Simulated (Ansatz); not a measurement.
# PtF2: the cost of one run

Method: DFT PBE+D3(BJ), scalar-relativistic, plane waves, PAW, in Ansatz 0.2.0.

1 further run of the same task is left out (it didn't finish).

### Step 1. Starting point

It takes space group R-3m (No. 166, trigonal). The conventional cell has a = 2.819 Å, b = 2.819 Å, c = 14.024 Å, α = 90.00°, β = 90.00°, γ = 120.00°. Pt (site symmetry -3m) has 6 F at 2.00 Å as nearest neighbours. F (site symmetry 3m) has 3 Pt at 2.00 Å as nearest neighbours.

Structure file:

```cif
data_structure
_symmetry_space_group_name_H-M 'R-3m:H'
_symmetry_Int_Tables_number 166
_cell_length_a 2.8186
_cell_length_b 2.8186
_cell_length_c 14.0236
_cell_angle_alpha 90.000
_cell_angle_beta 90.000
_cell_angle_gamma 120.000
_cell_volume 96.48
loop_
_atom_site_label
_atom_site_type_symbol
_atom_site_symmetry_multiplicity
_atom_site_Wyckoff_symbol
_atom_site_fract_x
_atom_site_fract_y
_atom_site_fract_z
_atom_site_occupancy
Pt1 Pt 3 b 0.33333 0.66667 0.16667 1
F1 F 6 c 0.66667 0.33333 0.08388 1
```

A structure generator made this guess: close-packed anion layers stacked AB|C, with sites between them filled layer by layer (R-3m, No. 166). The dimensions are guesses.

### Step 2. A first look at the guess

Input file input.yaml:

```yaml
crystal:
  lattice:
    - [1.40929898, 0.81365914, 4.67453191]
    - [-1.40929898, 0.81365914, 4.67453191]
    - [0.0, -1.62731829, 4.67453191]
  atoms:
    - { symbol: Pt, position: [0.5, 0.5, 0.5] }
    - { symbol: F, position: [0.75054621, 0.75054621, 0.75054621] }
    - { symbol: F, position: [0.24945379, 0.24945379, 0.24945379] }
basis:
  ecutwfc: 420
kpoints:
  mp_grid: { grid: [6, 6, 6] }
hamiltonian:
  xc: pbe
  dispersion: d3bj
scf:
  occupations: { method: gaussian, width: 0.1 }
  lower_state_search: "off"
output:
  forces: true
  stress: true
  eigenvalues: true
```

Command:

```
> ansatz run input.yaml --threads 1 --pin off --max-ram 2560MiB --backend cpu --events-out ev --progress --plain --runs-dir out
```

**Question.** How long does this run take on 1 thread of Arm Neoverse V2, shared host, and how much memory does it need?

About 1.1 s, with a peak of 0.28 GiB.
